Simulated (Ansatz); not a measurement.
# Si: the cost of one run

Computed with Ansatz 0.2.0 (DFT LDA, scalar-relativistic, plane waves, PAW, unless a step's input says otherwise).

The COD entry's cell or inner coordinates are ideal or old and differ from later refinements, so a difference from it is no clean test against experiment.

1 further run of the same task is left out (set aside as unsound or not needed).

## (1) The structure to begin with

The structure is cubic, space group Fd-3m (No. 227). The conventional cell has a = 5.402 Å, b = 5.402 Å, c = 5.402 Å, α = 90.00°, β = 90.00°, γ = 90.00°. Si (site symmetry -43m) is surrounded by 4 Si at 2.34 Å.

Structure file:

```cif
data_structure
_symmetry_space_group_name_H-M 'Fd-3m:1'
_symmetry_Int_Tables_number 227
_cell_length_a 5.4020
_cell_length_b 5.4020
_cell_length_c 5.4020
_cell_angle_alpha 90.000
_cell_angle_beta 90.000
_cell_angle_gamma 90.000
_cell_volume 157.64
loop_
_atom_site_label
_atom_site_type_symbol
_atom_site_symmetry_multiplicity
_atom_site_Wyckoff_symbol
_atom_site_fract_x
_atom_site_fract_y
_atom_site_fract_z
_atom_site_occupancy
Si1 Si 8 a 0.25000 0.25000 0.25000 1
```

This cell was relaxed beforehand with the same method: volume 19.70 Å³/atom, gap on the mesh 0.44 eV.

## (2) The bulk's band edges

input.yaml reads:

```yaml
crystal:
  lattice:
    - [0.0, 2.7009841764, 2.7009841764]
    - [2.7009841764, 0.0, 2.7009841764]
    - [2.7009841764, 2.7009841764, 0.0]
  atoms:
    - { symbol: Si, position: [0.75, 0.75, 0.75] }
    - { symbol: Si, position: [0.5, 0.5, 0.5] }
basis:
  ecutwfc: 420
kpoints:
  mp_grid: { grid: [12, 12, 12] }
  band_path: { path: [VBM, CBM], npoints: 2 }
hamiltonian:
  xc: lda
scf:
  occupations: { method: gaussian, width: 0.02 }
output:
  forces: true
  stress: true
  eigenvalues: true
```

On the command line:

```bash
ansatz run input.yaml --threads 4 --pin off --max-ram 10240MiB --backend cpu --events-out ev --progress --plain --runs-dir out
```

What time and memory should one allow on 4 threads of Intel Xeon at 2.50GHz (Skylake/Cascade Lake), shared host?

About 4.3 s, with a peak of 0.32 GiB.
